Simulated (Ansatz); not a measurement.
# Rh: a line through an energy map

One table from this session's results is given with a row withheld; the runs are named, their logs left out.

Method: DFT PBEsol, scalar-relativistic, plane waves, PAW, in Ansatz 0.2.0.

14 further runs of the same task are left out: 14 set aside as unsound or not needed. Runs told in other sessions of the task aren't counted.

## Starting point

Symmetry: P6_3/mmc, No. 194, hexagonal system. Conventional cell: a = 2.676 Å, b = 2.676 Å, c = 8.728 Å, α = 90.00°, β = 90.00°, γ = 120.00°. Rh (site symmetry -3m) has 12 Rh at 2.67 to 2.68 Å in its first shell of neighbours. Around Rh (site symmetry -6m2) lie 12 Rh at 2.67 to 2.68 Å.

Structure file:

```
Rh
1.0
     2.67556    0.00000    0.00000
    -1.33778    2.31711    0.00000
     0.00000    0.00000    8.72751
Rh
4
Direct
  0.00000 0.00000 0.00000
  0.33333 0.66667 0.25000
  0.00000 0.00000 0.50000
  0.66667 0.33333 0.75000
```

It goes back to an entry of the Materials Project, which need not be the stable form.

It is the result of an earlier relaxation at this level (volume 13.53 Å³/atom; gap on the mesh: none (metal)).

## Plan of the line

The energy is mapped over two homogeneous strains (x along [1 0 0], y along [1 2 0], z along [0 0 1] of the conventional cell).

The axes are (1) strain +e along x and -e along y: 7 values from −11.0 %; (2) strain +e along z and -e/2 along x and y: 7 values from −11.0 %.

Nothing else is relaxed (fractional coordinates fixed). Energies count from the relaxed crystal. Points are written as (first, second).

The first run:

Input file input.yaml:

```yaml
crystal:
  lattice:
    - [2.8227209598, 0.0, 0.0]
    - [-1.4113604799, 2.444548059, 0.0]
    - [0.0, 0.0, 7.7674847597]
  atoms:
    - { symbol: Rh, position: [0.0, 0.0, 0.0] }
    - { symbol: Rh, position: [0.3333333333, 0.6666666667, 0.25] }
    - { symbol: Rh, position: [0.0, 0.0, 0.5] }
    - { symbol: Rh, position: [0.6666666667, 0.3333333333, 0.75] }
basis:
  ecutwfc: 420
kpoints:
  mp_grid: { grid: [18, 18, 6] }
hamiltonian:
  xc: pbesol
  pseudopotentials: { kind: paw, azcp: { folder: soft_1 } }
scf:
  occupations: { method: gaussian, width: 0.15 }
output:
  forces: true
  stress: true
  eigenvalues: true
```

On the command line:

```sh
ansatz run input.yaml --threads 2 --pin off --max-ram 4096MiB --backend cpu --events-out ev --progress --plain --runs-dir out
```

Steps of the session up to this table: Point (0.0 %, −11.0 %); Grid point (0.0 %, −7.3 %); Point (0.0 %, −3.7 %); Point (0.0 %, 3.7 %); The run at (0.0 %, 7.3 %); The run at (0.0 %, 11.0 %).

One table of the session follows, with a row left open; its other results are not shown here.

```
strain +e along z and -e/2 along x and y (%)  energy (meV/atom)  slope (meV/atom per %)  pressure (GPa)
                                       −11.0                273                     −47            12.7
                                        −7.3                125                     −33             5.9
                                        −3.7                 31                     −17             1.6
                                         0.0                  0                       0             0.1
                                         3.7                 32                      17             1.5
                                         7.3                  ?                       ?               ?
                                        11.0                282                      51            13.2
```

Estimate the missing values for strain +e along z and -e/2 along x and y (%) = 7.3.

Worked estimate for «energy (meV/atom)». A straight line through the neighbours (3.7, 32) and (11.0, 282) gives 32 + (282 − 32) × (7.3 − 3.7) / (11.0 − 3.7) = 155; a parabola fitted to 3 rows on both sides gives 124.

The run gave: energy (meV/atom): 126; slope (meV/atom per %): 34; pressure (GPa): 5.8. In «energy (meV/atom)» the line misses by +29 and the parabola by -2.

Energies count from the relaxed crystal. Rows without a step come from runs not printed here or follow by symmetry.

Divided by the reference volume, that is a stiffness of about 550 GPa for this pattern of strain, with the ions clamped. With the other coordinates free, the energies away from the reference would be the same or lower.

To keep in mind: Warnings in the runs' records: pseudo functional mismatch.
